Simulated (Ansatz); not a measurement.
Below is the output of a Python script on Ansatz's Python interface that makes a single point in a Gaussian basis of BCl2HTe, SMILES ClB(Cl)[TeH]. Write a script that gives it. Level of theory: PBE-QIDH, def2-SVP basis, multiplicity 1.

`bcl2hte.xyz`
```text
5

Cl    0.43810   -0.36260    2.12200
B     0.22200   -0.51600    0.28430
Cl    1.51440   -1.36750   -0.68620
Te   -1.45190    0.34640   -0.76790
H    -0.67270    1.82610   -0.99360
```

```console
$ python energy_bcl2hte.py
reference energy    -32997.007080 eV
total energy        -33001.877092 eV
occupied orbitals outside the frozen core (up, down): [17, 17]  frozen: 15  virtual: [49, 49]
<S^2> = 0.0  all-electron relativity setting: none
passes: {'evaluations': 17, 'products': 25}
occupied orbitals by irrep: [{'A': 32}, {'A': 32}]
```

One script that gives this output:

`energy_bcl2hte.py`
```python
import ansatz as az


def main() -> None:
    system = az.Crystal.molecule_from_extxyz("bcl2hte.xyz")

    calc = (
        system.calculation()
        .basis(gaussian="def2-SVP")
        .functional(az.LibraryFunctional("PBE-QIDH"))
    )
    result = calc.run(threads=1, pin="off")
    summary = result.report

    print("reference energy %16.6f eV" % summary["reference_energy_ev"])
    print("total energy     %16.6f eV" % summary["free_energy_ev"])
    print("occupied orbitals outside the frozen core (up, down):", summary["n_occupied"], " frozen:", summary["n_frozen"], " virtual:", summary["n_virtual"])

    field = summary["mean_field"]
    print("<S^2> =", round(abs(field["state"]["spin_squared"]), 4), " all-electron relativity setting:", field["relativity"])
    print("passes:", field["passes"])
    if "symmetry" in field:
        print("occupied orbitals by irrep:", field["symmetry"]["occupied"])


if __name__ == "__main__":
    main()
```

Notes:
- Total energies depend on the basis set; only differences at equal settings carry meaning.
- The geometry is a force-field or estimated start, not a minimum of this method, and the basis set is short of its limit.
- def2 sets replace the cores of elements past krypton by effective core potentials.
- Run time: 1.6 s on 1 thread of AMD EPYC 9R45 96-Core Processor (Zen 5), with other jobs on the host, peak memory 0.22 GiB.

(Lines on the test bed's own set-up are left out of the output.)
